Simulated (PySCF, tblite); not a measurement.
# C2H6B2FN: geometry, infrared bands, NMR shifts and spin-spin couplings

Aim: predict the infrared bands, NMR shifts and spin-spin couplings of C2H6B2FN (`BN(BF)C=C`).

The runs use tblite 0.8.0 and PySCF 2.14.0, with density-fitted response routines of our own; the level of theory stands in each step. All values are computed, except where a source is named. Atoms count from 0, in the outputs and in this text.

**1. The starting structure**

12 atoms, charge 0, multiplicity 1; geometry from: force field or distance geometry start.

Bonds of the start (Å): B0–N1 1.52, N1–B2 1.54, B2–F3 1.43, N1–C4 1.45, C4–C5 1.34, B0–H6 1.19, B0–H7 1.18, B2–H8 1.18, C4–H9 1.08, C5–H10 1.08, C5–H11 1.08.

**2. Relaxing the molecule with GFN2-xTB**

What the job is given:

```
{"job": {"kind": "relax", "xc": "GFN2-xTB", "basis": "xTB"}, "charge": 0, "multiplicity": 1}
B      0.165600     1.601500    -0.237400
N      0.426300     0.111200    -0.059900
B      1.858100    -0.394300    -0.331600
F      2.185200    -1.779700    -0.179700
C     -0.548200    -0.826500     0.461000
C     -1.868000    -0.617900     0.370500
H     -0.862600     2.089800     0.107100
H      1.009100     2.329200    -0.637800
H      2.687300     0.353200    -0.715900
H     -0.217800    -1.764900     0.885300
H     -2.282500     0.264400    -0.090900
H     -2.551600    -1.366700     0.756200
```

Started as:

```sh
OMP_NUM_THREADS=1 python probes_run.py task.json out
```

The driver reads the jobs from task.json and runs them one after another.

**Question.** This job is followed by: GFN2-xTB harmonic vibrations, gas phase; GIAO PBE0/pcSseg-1 NMR shielding, non-relativistic, gas phase; B3LYP/pcJ-1 indirect spin-spin coupling, non-relativistic, gas phase. Predict these results of the whole session: strongest single infrared mode (GFN2-xTB); zero-point energy (GFN2-xTB); ¹³C shifts against TMS (PBE0/pcSseg-1); ¹H shifts against TMS (PBE0/pcSseg-1, means over atoms taken as alike); ¹¹B shifts against BF3·OEt2 (PBE0/pcSseg-1); ¹⁵N shifts against NH3 (PBE0/pcSseg-1); ¹⁹F shifts against CFCl3 (PBE0/pcSseg-1); largest coupling of the table (B3LYP/pcJ-1).

The runs gave:

```
                                                              quantity                             value
                             strongest single infrared mode (GFN2-xTB)             1356 cm⁻¹, 458 km/mol
                                          zero-point energy (GFN2-xTB)                     53.2 kcal/mol
                                ¹³C shifts against TMS (PBE0/pcSseg-1)                  146.5, 112.5 ppm
¹H shifts against TMS (PBE0/pcSseg-1, means over atoms taken as alike)  7.29, 5.64, 5.36, 5.11, 4.80 ppm
                           ¹¹B shifts against BF3·OEt2 (PBE0/pcSseg-1)                    50.6, 32.6 ppm
                                ¹⁵N shifts against NH3 (PBE0/pcSseg-1)                         206.7 ppm
                              ¹⁹F shifts against CFCl3 (PBE0/pcSseg-1)                         -71.2 ppm
                           largest coupling of the table (B3LYP/pcJ-1)           ¹J(B,H) B2–H8, 181.3 Hz
```

What this shows: The optimisation took 69 steps and gained 0.731 eV; among the close pairs (by a distance rule), N1–B2 changed most, from 1.543 to 1.423 Å. No mode is imaginary among the 30: a minimum at this level. The strongest single mode, at 1356 cm⁻¹, has its largest shares on N1, B0, H9 and B2 (the list is cut at 4 atoms). Unscaled tight-binding wavenumbers are off by several per cent, some by more. Its intensities can rank the bands wrongly. C4 (alkene carbon bearing nitrogen) lies farthest downfield among carbon, at 146.5 ppm; an sp2 carbon further deshielded by the attached heteroatom. H9 (hydrogen on an alkene carbon bearing nitrogen) lies farthest downfield among hydrogen, at 7.29 ppm; attached to an sp2 carbon and in the plane of the double bond. At PBE0/pcSseg-1: Shielding is most anisotropic at F3 (span 383 ppm, paramagnetic term -227 ppm). In the run at B3LYP/pcJ-1, the largest coupling of the table is B2–H8, 181.3 Hz, of which the Fermi-contact term gives 180.9 Hz. Couplings across rotatable bonds belong to this one conformer; where others are populated, the observed values are averages.
